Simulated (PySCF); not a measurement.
# C4H6BrCl: electronic excitations

What electronic excitations should C4H6BrCl (`C/C(Cl)=C/CBr`) show?

The runs use PySCF 2.14.0, with density-fitted response routines of our own; the level of theory stands in each step. All values are computed, except where a source is named. Atoms count from 0, in the outputs and in this text.

## (1) Starting geometry

12 atoms, charge 0, multiplicity 1; geometry from: GFN2-xTB.

Bonds of the start (Å): C0–C1 1.49, C1–Cl2 1.74, C1–C3 1.33, C3–C4 1.48, C4–Br5 1.98, C0–H6 1.09, C0–H7 1.09, C0–H8 1.09, C3–H9 1.08, C4–H10 1.09, C4–H11 1.09.

## (2) Ultraviolet spectrum: PBE0/def2-SVPD

Job settings and geometry (Å):

```
{"job": {"kind": "uv", "xc": "PBE0", "basis": "def2-SVPD", "nstates": 8, "ntriplets": 3}, "charge": 0, "multiplicity": 1}
C      1.987446    -0.005569    -0.083953
C      0.566633    -0.211889     0.313016
Cl     0.380353    -0.918260     1.889234
C     -0.488102     0.085692    -0.437602
C     -1.904808    -0.093423    -0.049049
Br    -2.768668     1.667299     0.210531
H      2.046234     0.426180    -1.079331
H      2.524247    -0.953221    -0.071160
H      2.476965     0.662850     0.623365
H     -0.317184     0.538075    -1.404676
H     -2.486075    -0.578228    -0.832238
H     -2.015842    -0.620191     0.895837
```

Method: TDDFT PBE0/def2-SVPD, vertical, gas phase, core orbitals frozen in the response.

Command:

```bash
OMP_NUM_THREADS=1 python probes_run.py task.json out
```

The driver reads the jobs from task.json and runs them one after another.

What will the session give for the following? lowest singlet (PBE0/def2-SVPD); brightest single state of those computed; lowest triplet. Wanted: lowest singlet; brightest single state of those computed; lowest triplet.

**Answer**, as computed:

| quantity | value |
| --- | --- |
| lowest singlet (PBE0/def2-SVPD) | 5.38 eV (230 nm), f = 0.122 |
| brightest single state of those computed | state 3, 5.81 eV, f = 0.180 |
| lowest triplet | 3.87 eV |

**Reading.** The first singlet state (HOMO→LUMO 0.65, HOMO−2→LUMO 0.29) lies at 5.38 eV and is bright; of the 8 states computed, the strongest absorption comes from state 3 at 5.81 eV. The lowest triplet lies 1.52 eV below the lowest singlet (triplets in Tamm-Dancoff, singlets in full TDDFT).
